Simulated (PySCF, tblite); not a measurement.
**C₃H₇BFO₂ radical: geometry, infrared bands and EPR parameters**

What infrared bands and EPR parameters should C₃H₇BFO₂ radical (`[CH2]COB(F)OC`) show?

Programs: tblite 0.8.0 and PySCF 2.14.0, with density-fitted response routines of our own. Each step states its level of theory. These are calculated values for one molecule in the gas phase, unless marked as measured. Atoms are numbered from 0 throughout.

## (1) The starting structure

14 atoms, charge 0, multiplicity 2; geometry from: force field or distance geometry start.

Bonds of the start (Å): C0–C1 1.52, C1–O2 1.38, O2–B3 1.47, B3–F4 1.44, B3–O5 1.47, O5–C6 1.38, C0–H7 1.12, C0–H8 1.12, C1–H9 1.14, C1–H10 1.09, C6–H11 1.13, C6–H12 1.09, C6–H13 1.11.

## (2) Geometry optimisation with GFN2-xTB

The job: settings as JSON, then the geometry in Å.

```
{"job": {"kind": "relax", "xc": "GFN2-xTB", "basis": "xTB"}, "charge": 0, "multiplicity": 2}
C      3.096700     0.291300     0.533300
C      1.693800    -0.151600     0.138900
O      0.756300     0.853400     0.224800
B     -0.585000     0.397700    -0.165400
F     -1.168400     1.061600    -1.297100
O     -1.512900     0.083100     0.932500
C     -2.795100    -0.189300     0.506900
H      3.821600    -0.555900     0.436100
H      3.140500     0.560100     1.617500
H      1.380100    -0.921700     0.917000
H      1.702900    -0.596900    -0.856500
H     -3.094700    -1.201800     0.912100
H     -2.918800    -0.159700    -0.576900
H     -3.517700     0.529200     0.934600
```

Run with:

```
OMP_NUM_THREADS=1 python probes_run.py task.json out
```

One launch serves the whole session: the jobs run in the order shown.

**Question.** This job is followed by: GFN2-xTB harmonic vibrations, gas phase; UKS B3LYP, pcH-1 on B C F H O, non-relativistic, mean-field spin-orbit, GIAO. Predict these results of the whole session: strongest single infrared mode (GFN2-xTB); zero-point energy (GFN2-xTB); g(iso) (B3LYP); ⟨S²⟩; largest a(iso) (averaged by class); surface potential, 1st and 99th percentile.

As calculated:

```
                                 quantity                     value
strongest single infrared mode (GFN2-xTB)     1351 cm⁻¹, 663 km/mol
             zero-point energy (GFN2-xTB)             63.3 kcal/mol
                           g(iso) (B3LYP)                   2.00262
                                     ⟨S²⟩        0.754 (exact 0.75)
       largest a(iso) (averaged by class)  1H on H9, H10, 129.7 MHz
    surface potential, 1st and 99th percentile        -1.32 V and 1.08 V
```

In words: The optimisation took 94 steps and gained 2.028 eV; among the close pairs (by a distance rule), O2–B3 changed most, from 1.469 to 1.335 Å. The lowest mode is imaginary (70i cm⁻¹), so the xTB geometry is not a minimum. The strongest single mode, at 1351 cm⁻¹, is spread over many atoms; the largest shares are those of B3, O2. GFN2-xTB is a fitted tight-binding method: band positions and strengths are rough. Its intensities can rank the bands wrongly. C0 carries the largest spin population, 1.08 e. The isotropic g lies 0.3 ppt above the free-electron value.
